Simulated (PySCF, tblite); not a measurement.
**C₃H₁₂NOSi₂ radical: geometry, infrared bands and EPR parameters**

Aim: predict the infrared bands and EPR parameters of C₃H₁₂NOSi₂ radical (`CN[SiH2][SiH]COC`).

Programs: tblite 0.8.0 and PySCF 2.14.0, with density-fitted response routines of our own. Each step states its level of theory. These are calculated values for one molecule in the gas phase, unless marked as measured. Atoms are numbered from 0 throughout.

### 1 The starting structure

19 atoms, charge 0, multiplicity 2; geometry from: force field or distance geometry start.

Bonds of the start (Å): C0–N1 1.43, N1–Si2 1.77, Si2–Si3 2.18, Si3–C4 1.83, C4–O5 1.39, O5–C6 1.38, C0–H7 1.11, C0–H8 1.11, C0–H9 1.11, N1–H10 1.03, Si2–H11 1.47, Si2–H12 1.46, Si3–H13 1.43, C4–H14 1.11, C4–H15 1.10, C6–H16 1.11, C6–H17 1.11, C6–H18 1.12.

### 2 Optimising the geometry with GFN2-xTB

What the job is given:

```
{"job": {"kind": "relax", "xc": "GFN2-xTB", "basis": "xTB"}, "charge": 0, "multiplicity": 2}
C      3.050300     0.860800    -0.335700
N      3.144500    -0.557500    -0.152400
Si     1.585200    -1.378800     0.039000
Si    -0.011100    -0.111500    -0.728500
C     -1.652000    -0.177000     0.068200
O     -2.466700     0.885800    -0.313900
C     -3.687300     0.779500     0.316500
H      3.548500     1.119700    -1.291900
H      2.016400     1.254100    -0.341200
H      3.618500     1.371700     0.468600
H      3.628600    -1.012400    -0.933200
H      1.312000    -1.642600     1.464100
H      1.651100    -2.682300    -0.612200
H      0.082600     0.375100    -2.067800
H     -1.521900    -0.191800     1.174900
H     -2.186400    -1.102300    -0.192800
H     -3.633700     0.787200     1.426900
H     -4.319900     1.626200    -0.035800
H     -4.168500    -0.194800     0.055000
```

Launch:

```
$ OMP_NUM_THREADS=1 python probes_run.py task.json out
```

One launch serves the whole session: the jobs run in the order shown.

**Question.** This job is followed by: GFN2-xTB harmonic vibrations, gas phase; UKS B3LYP, pcH-1 on C H N O Si, non-relativistic, mean-field spin-orbit, GIAO. Predict these results of the whole session: strongest single infrared mode (GFN2-xTB); zero-point energy (GFN2-xTB); g(iso) (B3LYP); ⟨S²⟩; largest a(iso) (averaged by class); surface potential, 1st and 99th percentile.

**Answer**, as computed:

| quantity | value |
| --- | --- |
| strongest single infrared mode (GFN2-xTB) | 2172 cm⁻¹, 349 km/mol |
| zero-point energy (GFN2-xTB) | 90.9 kcal/mol |
| g(iso) (B3LYP) | 2.00417 |
| ⟨S²⟩ | 0.752 (exact 0.75) |
| largest a(iso) (averaged by class) | 29Si on Si3, -366.2 MHz |
| surface potential, 1st and 99th percentile | -1.35 V and 1.29 V |

**Reading.** The optimisation took 143 steps and gained 0.799 eV; among the close pairs (by a distance rule), Si2–Si3 changed most, from 2.178 to 2.289 Å. All 51 modes are real, so the xTB geometry is a minimum. The strongest single mode, at 2172 cm⁻¹, moves mainly H13. GFN2-xTB is a fitted tight-binding method: band positions and strengths are rough. Its intensities can rank the bands wrongly. Most of the unpaired spin sits on Si3 (0.95 e). The isotropic g lies 1.8 ppt above the free-electron value.
